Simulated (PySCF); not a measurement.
# CoO2F: quintet, from a T-shaped (ligand arrangement 1) start

Aim: relax CoO2F as a quintet from a T-shaped (ligand arrangement 1) start, check by its vibrations whether the end is a minimum, and collect its spectrum and constants.

Computed with PySCF 2.14.0. Level: PBE0, basis Co def2-TZVP, O def2-TZVP, F def2-TZVP, no relativity, density fitting.

### Step 1. The system as given

4 atoms, charge 0, spin multiplicity 5.

Bond lengths: Co1–O2 1.600 Å, Co1–O3 1.600 Å, Co1–F4 1.750 Å. Angles: O2–Co1–O3 176.0°, O2–Co1–F4 88.0°, O3–Co1–F4 88.0°.

Coordinates in bohr (charge 0 multiplicity 5):
```
Co    0.0000    0.0000    0.0000
O     3.0217    0.0000    0.1054
O    -3.0217    0.0000    0.1054
F     0.0000    0.0000    3.3070
```

### Step 2. Finding the electronic state

One driver script runs all steps and calls PySCF; scf.py shows how it sets up the SCF of each step. The optimiser is the driver's own. After this first run the driver tries any further starts and a stability analysis.

Contents of scf.py:

```python
from pyscf import gto, scf, dft
mol = gto.M(atom='''
Co     0.000000     0.000000     0.000000
O      1.599000     0.000000     0.055800
O     -1.599000     0.000000     0.055800
F      0.000000     0.000000     1.750000''',
    basis={'Co': 'def2-TZVP', 'O': 'def2-TZVP', 'F': 'def2-TZVP'},
    charge=0, spin=4)
mf = dft.UKS(mol, xc='PBE0')
mf.grids.atom_grid = (50, 194)
aux = {'Co': 'def2-universal-JKFIT', 'O': 'def2-universal-JKFIT', 'F': 'def2-universal-JKFIT'}
mf = mf.density_fit(auxbasis=aux)
mf.conv_tol = 1e-08
mf.diis_space = 10
mf.max_cycle = 60
mf.init_guess = 'minao'
mf.verbose = 4
mf.kernel()
```

Started as:

```console
> OMP_NUM_THREADS=4 python axn.py task.json out
```

After this run come: T-shaped (ligand arrangement 1) start, quintet: relaxation; Hessian and properties; Following the imaginary mode; Hessian and properties.

Q: Predict the outcome of this session. Wanted: minimum; geometry; wavenumbers; dipole moment; highest occupied, lowest empty level; polar-tensor charge of Co1; zero-point energy; atomisation energy; ⟨S²⟩.

The runs gave:

| quantity | value |
| --- | --- |
| minimum | quintet, Cs |
| geometry | Co–F 1.720 Å, Co–O 1.634 Å (×2); F–Co–O 125.1°, F–Co–O 147.9°, O–Co–O 87.0° |
| wavenumbers (cm⁻¹) | 54 (a'), 177 (a''), 289 (a'), 597 (a'), 680 (a'), 934 (a') |
| dipole moment | 0.63 D |
| highest occupied, lowest empty level (either spin) | -9.83, -5.48 eV |
| polar-tensor charge of Co1 | +1.07 e |
| zero-point energy | 16.3 kJ/mol |
| entropy at 298.15 K | 323.8 J/(mol K) |
| atomisation energy (no zero-point energy) | 997 kJ/mol |
| ⟨S²⟩ | 6.040 |

In words: The T-shaped (ligand arrangement 1) start (C2v) ends in a minimum of Cs symmetry, after a stop at a saddle point 112.4 kJ/mol higher, from which it was pushed off along an imaginary mode. The strongest infrared band lies at 934 cm⁻¹ (a', stretch). The first SCF alone would have been 80 kJ/mol too high. Other starts or spin states, not run here, may lie lower. Open d and f shells are described by one determinant, and the ground state may have another occupation or spin.
